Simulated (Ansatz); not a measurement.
# CoW3: the cost of one run

Computed with Ansatz 0.2.0 (DFT PBEsol, scalar-relativistic, plane waves, PAW, unless a step's input says otherwise).

2 further runs of the same task are left out: 2 set aside as unsound or not needed. Runs told in other sessions of the task aren't counted.

## Step 1: The structure to begin with

It takes space group Pm-3m (No. 221, cubic). The conventional cell has a = 3.858 Å, b = 3.858 Å, c = 3.858 Å, α = 90.00°, β = 90.00°, γ = 90.00°. Co (site symmetry m-3m) is surrounded by 12 W at 2.73 Å. W (site symmetry 4/mmm) is surrounded by 4 Co at 2.73 Å and 8 W at 2.73 Å.

Coordinates:

```xyz
4
Lattice="3.8582 0.0000 0.0000 0.0000 3.8582 0.0000 0.0000 0.0000 3.8582" Properties=species:S:1:pos:R:3 pbc="T T T"
Co    0.0000    0.0000    0.0000
W     0.0000    1.9291    1.9291
W     1.9291    0.0000    1.9291
W     1.9291    1.9291    0.0000
```

It goes back to an entry of the Materials Project, which need not be the stable form.

It is the result of an earlier relaxation at this level (volume 14.36 Å³/atom; gap on the mesh: none (metal)).

## Step 2: The reference cell

Reference values: F = -35861.7145 eV; pressure 0.03 GPa; largest force 0.000 eV/Å; gap on the mesh none (metal). It was computed beforehand with the settings of the runs below.

## Step 3: The scan: an energy map of one atom

Atom 1 (Co) is moved by p along (0.707, 0.707, 0.000) and q along (0.000, 0.000, 1.000) (Å), all else fixed; its images in the other cells move with it. Points alike by symmetry are run once.

## Step 4: Point p = -0.300, q = -0.300

Contents of input.yaml:

```yaml
crystal:
  lattice:
    - [3.8582449768, 0.0, 0.0]
    - [0.0, 3.8582449768, 0.0]
    - [0.0, 0.0, 3.8582449768]
  atoms:
    - { symbol: Co, position: [-0.054981484, -0.054981484, -0.0777555603] }
    - { symbol: W, position: [0.0, 0.5, 0.5] }
    - { symbol: W, position: [0.5, 0.0, 0.5] }
    - { symbol: W, position: [0.5, 0.5, 0.0] }
basis:
  ecutwfc: 420
kpoints:
  mp_grid: { grid: [12, 12, 12] }
hamiltonian:
  xc: pbesol
scf:
  occupations: { method: gaussian, width: 0.15 }
output:
  forces: true
  stress: true
  eigenvalues: true
```

The run is started by

```sh
ansatz run input.yaml --threads 2 --pin off --max-ram 5120MiB --backend cpu --events-out ev --progress --plain --runs-dir out
```

Q: Estimate wall time and peak memory on 2 threads of AMD EPYC 9R45 (Zen 5), shared host.

About 13 s, with a peak of 0.97 GiB.
